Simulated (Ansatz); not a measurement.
# TlAu2Cl3: the cost of one run

Computed with Ansatz 0.2.0 (DFT PBE, scalar-relativistic, plane waves, PAW, unless a step's input says otherwise).

**1. The structure to begin with**

The structure is hexagonal, space group P6/mmm (No. 191). The conventional cell has a = 6.594 Å, b = 6.594 Å, c = 3.981 Å, α = 90.00°, β = 90.00°, γ = 120.00°. Around Tl (site symmetry 6/mmm) lie 6 Au at 3.81 Å and 12 Cl at 3.85 Å and 2 Tl at 3.98 Å. Au (site symmetry -6m2) is surrounded by 6 Cl at 2.75 Å. Cl (site symmetry mmm) is surrounded by 4 Au at 2.75 Å and 4 Tl at 3.85 Å.

Coordinates:

```cif
data_structure
_symmetry_space_group_name_H-M 'P 1'
_symmetry_Int_Tables_number 1
_cell_length_a 6.5945
_cell_length_b 6.5945
_cell_length_c 3.9805
_cell_angle_alpha 90.000
_cell_angle_beta 90.000
_cell_angle_gamma 120.000
_cell_volume 149.91
loop_
_atom_site_label
_atom_site_type_symbol
_atom_site_fract_x
_atom_site_fract_y
_atom_site_fract_z
_atom_site_occupancy
Tl1 Tl 0.00000 0.00000 0.00000 1
Au1 Au 0.33333 0.66667 0.00000 1
Au2 Au 0.66667 0.33333 0.00000 1
Cl1 Cl 0.50000 0.00000 0.50000 1
Cl2 Cl 0.50000 0.50000 0.50000 1
Cl3 Cl 0.00000 0.50000 0.50000 1
```

Recipe of the guess: species swapped into a database cell of YCo3B2 (P6/mmm, No. 191), with Tl on the Y sites, Cl on the Co sites and Au on the B sites. Lengths come from tabulated atomic sizes and are only a guess.

**2. The guess as it stands, on a coarse mesh**

Contents of input.yaml:

```yaml
crystal:
  lattice:
    - [6.59448145, 0.0, 0.0]
    - [-3.29724073, 5.71098846, 0.0]
    - [0.0, 0.0, 3.98053406]
  atoms:
    - { symbol: Tl, position: [0.0, 0.0, 0.0] }
    - { symbol: Au, position: [0.33333333, 0.66666667, 0.0] }
    - { symbol: Au, position: [0.66666667, 0.33333333, 0.0] }
    - { symbol: Cl, position: [0.5, 0.0, 0.5] }
    - { symbol: Cl, position: [0.5, 0.5, 0.5] }
    - { symbol: Cl, position: [0.0, 0.5, 0.5] }
basis:
  ecutwfc: 420
kpoints:
  mp_grid: { grid: [3, 3, 4] }
hamiltonian:
  xc: pbe
scf:
  occupations: { method: gaussian, width: 0.1 }
  lower_state_search: "off"
output:
  forces: true
  stress: true
  eigenvalues: true
```

Run with:

```
ansatz run input.yaml --threads 1 --pin off --max-ram 2048MiB --backend cpu --events-out ev --progress --plain --runs-dir out
```

What time and memory should one allow on 1 thread of Arm Neoverse V2, shared host?

About 3.1 s, with a peak of 0.4 GiB.
